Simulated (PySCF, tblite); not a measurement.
# C₇H₇O₂−: a rotation path, then NMR shifts on frames, part 2 of 2

tblite 0.8.0 and PySCF 2.14.0. Atoms count from 0.

### 5 Shielding tensors: image 4, PBE0/pcSseg-1

What the job is given:

```
{"job": {"kind": "nmr", "xc": "PBE0", "basis": "pcSseg-1", "pop": false}, "charge": -1, "multiplicity": 1}
O      2.901100    -0.073300     1.345900
C      2.506200     0.059700     0.179500
O      3.139800     0.088900    -0.883100
C      0.962400     0.183500     0.039100
C      0.293300     1.315400     0.284000
C     -1.140300     1.393500     0.087800
C     -1.872900     0.288400    -0.056200
C     -1.222900    -1.060500     0.068500
C      0.211800    -1.021500    -0.460300
H      0.815400     2.207500     0.602600
H     -1.599300     2.376300     0.044100
H     -2.946500     0.323400    -0.201100
H     -1.203200    -1.340400     1.131600
H     -1.804900    -1.822300    -0.460700
H      0.209900    -0.976900    -1.557700
H      0.742500    -1.932700    -0.175600
```

Level: GIAO PBE0/pcSseg-1 NMR shielding, non-relativistic, gas phase.

The log of the run:

```text
coarse grid: 14120 points
cycle   1  E = -420.5907143536  dE =  1.544e+00  |g| = 1.094e+00  |ddm| = 3.846e+00
cycle   2  E = -419.8314147636  dE =  7.593e-01  |g| = 2.113e+00  |ddm| = 3.254e+00
cycle   3  E = -420.7871687857  dE = -9.558e-01  |g| = 3.976e-01  |ddm| = 2.674e+00
cycle   4  E = -420.8292620395  dE = -4.209e-02  |g| = 9.263e-02  |ddm| = 5.347e-01
cycle   5  E = -420.8302787286  dE = -1.017e-03  |g| = 7.023e-02  |ddm| = 1.321e-01
cycle   6  E = -420.8311298283  dE = -8.511e-04  |g| = 2.566e-02  |ddm| = 7.254e-02
cycle   7  E = -420.8312508360  dE = -1.210e-04  |g| = 6.016e-03  |ddm| = 2.444e-02
cycle   8  E = -420.8312586087  dE = -7.773e-06  |g| = 2.279e-03  |ddm| = 7.921e-03
final grid: 138480 points
cycle   9  E = -420.9067433064  dE = -1.720e-05  |g| = 1.392e-02  |ddm| = 3.391e-02
cycle  10  E = -420.9066689608  dE =  7.435e-05  |g| = 2.382e-02  |ddm| = 3.293e-02
cycle  11  E = -420.9067823986  dE = -1.134e-04  |g| = 1.896e-03  |ddm| = 2.076e-02
cycle  12  E = -420.9067831687  dE = -7.701e-07  |g| = 4.479e-04  |ddm| = 1.774e-03
cycle  13  E = -420.9067831961  dE = -2.740e-08  |g| = 2.578e-04  |ddm| = 5.489e-04
cycle  14  E = -420.9067832082  dE = -1.210e-08  |g| = 6.335e-05  |ddm| = 2.409e-04
cycle  15  E = -420.9067832091  dE = -8.214e-10  |g| = 2.392e-05  |ddm| = 8.623e-05
converged SCF energy = -420.9067832091

GIAO shielding tensors (ppm)
atom      isotropic    diamagn.    paramagn.     s11        s22        s33       span
  0 O      -31.057     405.748    -436.805   -248.559    -65.451    220.838    469.397
  1 C       12.668     241.809    -229.141    -77.538     53.601     61.942    139.480
  2 O      -16.952     405.980    -422.932   -224.889    -65.683    239.717    464.606
  3 C       20.872     262.112    -241.240    -90.391     -1.700    154.706    245.098
  4 C       75.127     250.151    -175.025    -21.297     86.671    160.007    181.304
  5 C       49.076     253.332    -204.256    -70.267     58.164    159.329    229.596
  6 C       71.527     255.181    -183.654    -24.046     82.099    156.527    180.574
  7 C      157.872     246.916     -89.044    146.758    163.055    163.804     17.046
  8 C      156.754     246.172     -89.418    148.873    155.976    165.414     16.541
  9 H       26.261      32.469      -6.208     24.320     25.402     29.060      4.740
 10 H       25.622      31.115      -5.493     24.388     24.863     27.613      3.226
 11 H       26.719      31.355      -4.636     24.671     27.352     28.134      3.463
 12 H       29.504      30.535      -1.031     25.235     27.998     35.280     10.044
 13 H       30.027      30.546      -0.519     26.349     28.468     35.263      8.914
 14 H       29.156      30.891      -1.735     24.560     28.466     34.443      9.884
 15 H       29.557      31.055      -1.497     25.853     28.967     33.853      8.000
```

It took 67 s on 1 thread, shared host.

This run: δ C1 174.3, C3 166.1, C5 137.8, C6 115.4, H10 6.10, H9 5.46 ppm.

### 6 Shielding tensors: image 6, PBE0/pcSseg-1

What the job is given:

```
{"job": {"kind": "nmr", "xc": "PBE0", "basis": "pcSseg-1", "pop": false}, "charge": -1, "multiplicity": 1}
O      2.867500    -0.777000     1.005400
C      2.504800     0.064700     0.169700
O      3.175900     0.818100    -0.546000
C      0.962000     0.176900     0.012200
C      0.300400     1.322000     0.210900
C     -1.132700     1.399100     0.014600
C     -1.871800     0.292300    -0.066900
C     -1.227800    -1.051200     0.134200
C      0.202400    -1.049800    -0.408600
H      0.833300     2.223900     0.478200
H     -1.584100     2.380100    -0.089100
H     -2.945100     0.324800    -0.215400
H     -1.201100    -1.268400     1.211200
H     -1.817500    -1.839300    -0.345200
H      0.186600    -1.070000    -1.507500
H      0.739600    -1.937300    -0.069000
```

With the program's defaults for keys left out, this is: GIAO PBE0/pcSseg-1 NMR shielding, non-relativistic, gas phase.

The log of the run:

```text
coarse grid: 14120 points
cycle   1  E = -420.5916536006  dE =  1.547e+00  |g| = 1.094e+00  |ddm| = 3.843e+00
cycle   2  E = -419.7448486213  dE =  8.468e-01  |g| = 2.165e+00  |ddm| = 3.423e+00
cycle   3  E = -420.7821979583  dE = -1.037e+00  |g| = 4.190e-01  |ddm| = 2.884e+00
cycle   4  E = -420.8302565093  dE = -4.806e-02  |g| = 9.427e-02  |ddm| = 5.847e-01
cycle   5  E = -420.8316705324  dE = -1.414e-03  |g| = 5.860e-02  |ddm| = 1.378e-01
cycle   6  E = -420.8322629092  dE = -5.924e-04  |g| = 2.940e-02  |ddm| = 7.385e-02
cycle   7  E = -420.8324358820  dE = -1.730e-04  |g| = 7.567e-03  |ddm| = 2.928e-02
cycle   8  E = -420.8324473025  dE = -1.142e-05  |g| = 2.622e-03  |ddm| = 8.993e-03
cycle   9  E = -420.8324488229  dE = -1.520e-06  |g| = 7.259e-04  |ddm| = 2.929e-03
final grid: 138480 points
cycle  10  E = -420.9086016909  dE = -2.585e-05  |g| = 1.210e-02  |ddm| = 3.408e-02
cycle  11  E = -420.9085585430  dE =  4.315e-05  |g| = 1.923e-02  |ddm| = 2.861e-02
cycle  12  E = -420.9086312771  dE = -7.273e-05  |g| = 1.330e-03  |ddm| = 1.788e-02
cycle  13  E = -420.9086316322  dE = -3.551e-07  |g| = 3.121e-04  |ddm| = 1.241e-03
cycle  14  E = -420.9086316521  dE = -1.985e-08  |g| = 1.565e-04  |ddm| = 5.080e-04
cycle  15  E = -420.9086316580  dE = -5.970e-09  |g| = 3.835e-05  |ddm| = 1.876e-04
cycle  16  E = -420.9086316583  dE = -2.806e-10  |g| = 1.614e-05  |ddm| = 4.626e-05
converged SCF energy = -420.9086316583

GIAO shielding tensors (ppm)
atom      isotropic    diamagn.    paramagn.     s11        s22        s33       span
  0 O      -21.093     405.863    -426.956   -245.503    -67.258    249.482    494.985
  1 C       13.226     240.767    -227.541    -76.318     51.548     64.449    140.767
  2 O      -20.741     405.839    -426.579   -232.594    -69.486    239.858    472.451
  3 C       20.573     261.979    -241.406    -84.656     -5.069    151.443    236.099
  4 C       72.225     250.631    -178.406    -26.865     83.511    160.030    186.894
  5 C       49.451     253.618    -204.167    -69.239     58.688    158.905    228.144
  6 C       69.928     255.419    -185.491    -25.876     79.958    155.702    181.578
  7 C      158.352     246.682     -88.330    147.176    162.200    165.682     18.506
  8 C      157.476     246.597     -89.121    148.357    155.137    168.935     20.577
  9 H       26.021      32.608      -6.587     23.957     25.390     28.715      4.758
 10 H       25.652      31.251      -5.598     24.383     24.795     27.779      3.397
 11 H       26.679      31.394      -4.715     24.687     27.302     28.049      3.362
 12 H       29.522      30.508      -0.986     25.226     28.231     35.109      9.883
 13 H       30.126      30.548      -0.422     26.434     28.604     35.339      8.905
 14 H       29.482      30.945      -1.463     25.473     28.749     34.223      8.750
 15 H       28.978      30.957      -1.978     25.103     28.086     33.746      8.643
```

Run time: 66 s. Hardware: 1 thread, shared host.

This run: δ C1 173.7, C3 166.4, C5 137.5, C6 117.0, H10 6.06, H9 5.70 ppm.

### 7 NMR shieldings: image 8, PBE0/pcSseg-1

What the job is given:

```
{"job": {"kind": "nmr", "xc": "PBE0", "basis": "pcSseg-1", "pop": false}, "charge": -1, "multiplicity": 1}
O      2.939300    -1.093100     0.275200
C      2.498500     0.063400     0.171300
O      3.112000     1.140400     0.201000
C      0.956600     0.171900    -0.005500
C      0.305500     1.333500     0.117400
C     -1.127400     1.404300    -0.071600
C     -1.870400     0.296800    -0.070300
C     -1.232100    -1.038300     0.195500
C      0.193600    -1.073100    -0.352300
H      0.859600     2.237100     0.327100
H     -1.579700     2.378500    -0.221400
H     -2.945900     0.326700    -0.201500
H     -1.208800    -1.201400     1.282300
H     -1.829700    -1.844900    -0.241500
H      0.172800    -1.160000    -1.447500
H      0.748300    -1.932700     0.030300
```

With the program's defaults for keys left out, this is: GIAO PBE0/pcSseg-1 NMR shielding, non-relativistic, gas phase.

The log of the run:

```text
coarse grid: 14120 points
cycle   1  E = -420.5951060973  dE =  1.551e+00  |g| = 1.096e+00  |ddm| = 3.848e+00
cycle   2  E = -418.9052541241  dE =  1.690e+00  |g| = 2.429e+00  |ddm| = 4.650e+00
cycle   3  E = -420.6957045965  dE = -1.790e+00  |g| = 6.924e-01  |ddm| = 4.346e+00
cycle   4  E = -420.8245804776  dE = -1.289e-01  |g| = 2.283e-01  |ddm| = 7.754e-01
cycle   5  E = -420.8339011644  dE = -9.321e-03  |g| = 1.253e-01  |ddm| = 3.351e-01
cycle   6  E = -420.8380665947  dE = -4.165e-03  |g| = 3.971e-02  |ddm| = 1.979e-01
cycle   7  E = -420.8384358411  dE = -3.692e-04  |g| = 6.168e-03  |ddm| = 4.570e-02
cycle   8  E = -420.8384428302  dE = -6.989e-06  |g| = 3.082e-03  |ddm| = 9.960e-03
final grid: 138480 points
cycle   9  E = -420.9144054387  dE = -3.146e-05  |g| = 1.140e-02  |ddm| = 4.212e-02
cycle  10  E = -420.9143720586  dE =  3.338e-05  |g| = 1.726e-02  |ddm| = 2.985e-02
cycle  11  E = -420.9144323207  dE = -6.026e-05  |g| = 1.542e-03  |ddm| = 1.931e-02
cycle  12  E = -420.9144327598  dE = -4.391e-07  |g| = 5.024e-04  |ddm| = 1.784e-03
cycle  13  E = -420.9144327991  dE = -3.926e-08  |g| = 2.196e-04  |ddm| = 7.154e-04
cycle  14  E = -420.9144328082  dE = -9.152e-09  |g| = 3.677e-05  |ddm| = 2.347e-04
cycle  15  E = -420.9144328084  dE = -2.416e-10  |g| = 1.661e-05  |ddm| = 5.578e-05
converged SCF energy = -420.9144328084

GIAO shielding tensors (ppm)
atom      isotropic    diamagn.    paramagn.     s11        s22        s33       span
  0 O       -6.015     407.095    -413.109   -213.552    -83.045    278.554    492.106
  1 C       19.866     237.377    -217.511    -72.852     63.621     68.830    141.682
  2 O       22.050     407.090    -385.040   -183.521    -39.705    289.377    472.898
  3 C       26.696     261.628    -234.931    -72.178     10.761    141.505    213.682
  4 C       64.254     251.127    -186.873    -43.958     72.737    163.982    207.939
  5 C       49.341     254.125    -204.784    -70.072     59.893    158.202    228.274
  6 C       64.124     255.746    -191.623    -34.795     71.555    155.612    190.407
  7 C      158.144     247.163     -89.019    146.186    161.648    166.598     20.411
  8 C      159.559     246.552     -86.993    149.235    157.680    171.762     22.528
  9 H       25.059      33.065      -8.006     22.830     24.940     27.407      4.577
 10 H       25.532      31.430      -5.897     24.177     24.348     28.073      3.896
 11 H       26.479      31.432      -4.954     24.523     26.873     28.041      3.519
 12 H       29.712      30.699      -0.987     25.165     28.528     35.443     10.279
 13 H       30.031      30.692      -0.661     25.960     28.819     35.313      9.353
 14 H       29.997      31.083      -1.086     26.161     28.649     35.181      9.020
 15 H       28.194      31.189      -2.995     23.122     27.117     34.343     11.220
```

It took 70 s on 1 thread, shared host.

In short: δ C1 167.1, C3 160.2, C5 137.6, C6 122.8, H9 6.66, H10 6.18 ppm.

### 8 Comparing the runs: NMR shifts

Shifts (ppm) of some atoms, chosen among heavy atoms and hydrogens apart, with basis size and wall time:

```tsv
frame	C1	C6	C4	H9	H15	O2	O0	functions	time
image 0	167.0	122.8	122.6	6.64	3.53	342.1	314.2	188	70 s
image 2	171.6	121.2	120.4	6.22	2.51	326.7	346.4	188	68 s
image 4	174.3	115.4	111.8	5.46	2.16	353.0	367.1	188	67 s
image 6	173.7	117.0	114.7	5.70	2.74	356.8	357.2	188	66 s
image 8	167.1	122.8	122.7	6.66	3.52	314.0	342.1	188	70 s
```

### 9 Outcome

The summary covers parts 1 to 2.

| quantity | value |
| --- | --- |
| barrier | 0.060 eV (1.4 kcal/mol) at image 4 |
| end to end (GFN2-xTB) | 0.000 eV |
| ¹³C shifts against TMS (PBE0/pcSseg-1, image 0) | 167.0, 160.3, 137.7, 122.8, 122.6, 28.8, 27.4 ppm |
| ¹H shifts against TMS (PBE0/pcSseg-1, image 0) | 6.64, 6.19, 5.24, 3.53, 2.00, 1.71, 1.69 ppm |
| ¹⁷O shifts against H2O (PBE0/pcSseg-1, image 0) | 342.1, 314.2 ppm |
| range of the shift of O0 | 314.2 to 367.1 ppm |

In words: Along the band the dihedral turns by 180°, and the top (dihedral 75°) lies 1.4 kcal/mol above the start (GFN2-xTB, rough), so at room temperature this motion is fast. The top was not checked by a frequency run. Shifts at one fixed geometry are not the observed spectrum, which averages over the motion. In ppm, O0 moves most: its shift spreads over 52.9 ppm, from 314.2 (image 0) to 367.1 (image 4).
